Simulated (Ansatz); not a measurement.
# BFH4O2Si: the cost of one run

All numbers below are computed with Ansatz 0.2.0 (RKS r2SCANh-D4/def2-SVP).

### 1 Starting point

Bond lengths: O1–B2 1.427 Å, B2–F3 1.426 Å, B2–O4 1.478 Å, O4–Si5 1.697 Å, O1–H6 0.933 Å, Si5–H7 1.506 Å, Si5–H8 1.458 Å, Si5–H9 1.495 Å. Angles: O1–B2–F3 119.8°, O1–B2–O4 122.7°, F3–B2–O4 117.5°, B2–O1–H6 109.8°, B2–O4–Si5 107.0°, O4–Si5–H7 108.0°, O4–Si5–H8 109.6°, O4–Si5–H9 111.8°, H7–Si5–H8 107.2°, H7–Si5–H9 107.9°, H8–Si5–H9 112.1°.

Structure file:

```xyz
9

O    -1.7326    0.9504    0.7474
B    -0.4890    1.1759    0.0847
F     0.3846    2.2047    0.5464
O    -0.0742    0.4159   -1.1135
Si    0.7026   -0.9892   -0.5647
H    -1.6181    0.3278    1.4323
H     1.9423   -0.5743    0.1828
H     1.1332   -1.7882   -1.7063
H    -0.1603   -1.7692    0.3738
```

### 2 Relaxing end A

Input file input.yaml:

```yaml
crystal:
  periodic: [false, false, false]
  atoms:
    - { symbol: O, position_ang: [-1.7326, 0.9504, 0.7474] }
    - { symbol: B, position_ang: [-0.489, 1.1759, 0.0847] }
    - { symbol: F, position_ang: [0.3846, 2.2047, 0.5464] }
    - { symbol: O, position_ang: [-0.0742, 0.4159, -1.1135] }
    - { symbol: Si, position_ang: [0.7026, -0.9892, -0.5647] }
    - { symbol: H, position_ang: [-1.6181, 0.3278, 1.4323] }
    - { symbol: H, position_ang: [1.9423, -0.5743, 0.1828] }
    - { symbol: H, position_ang: [1.1332, -1.7882, -1.7063] }
    - { symbol: H, position_ang: [-0.1603, -1.7692, 0.3738] }
basis:
  gaussian: { orbitals: def2-SVP }
hamiltonian:
  xc: r2scanh
  dispersion: d4
relax:
  f_tol: 0.015
  max_steps: 40
output:
  orbitals: {}
```

Launch:

```bash
$ ansatz run input.yaml --threads 2 --pin off --max-ram 3072MiB --backend cpu --events-out ev --progress --plain --runs-dir out
```

Q: Estimate wall time and peak memory on 2 threads of Intel Xeon 6975P-C (Granite Rapids), shared host.

About 68 s, with a peak of 0.23 GiB.
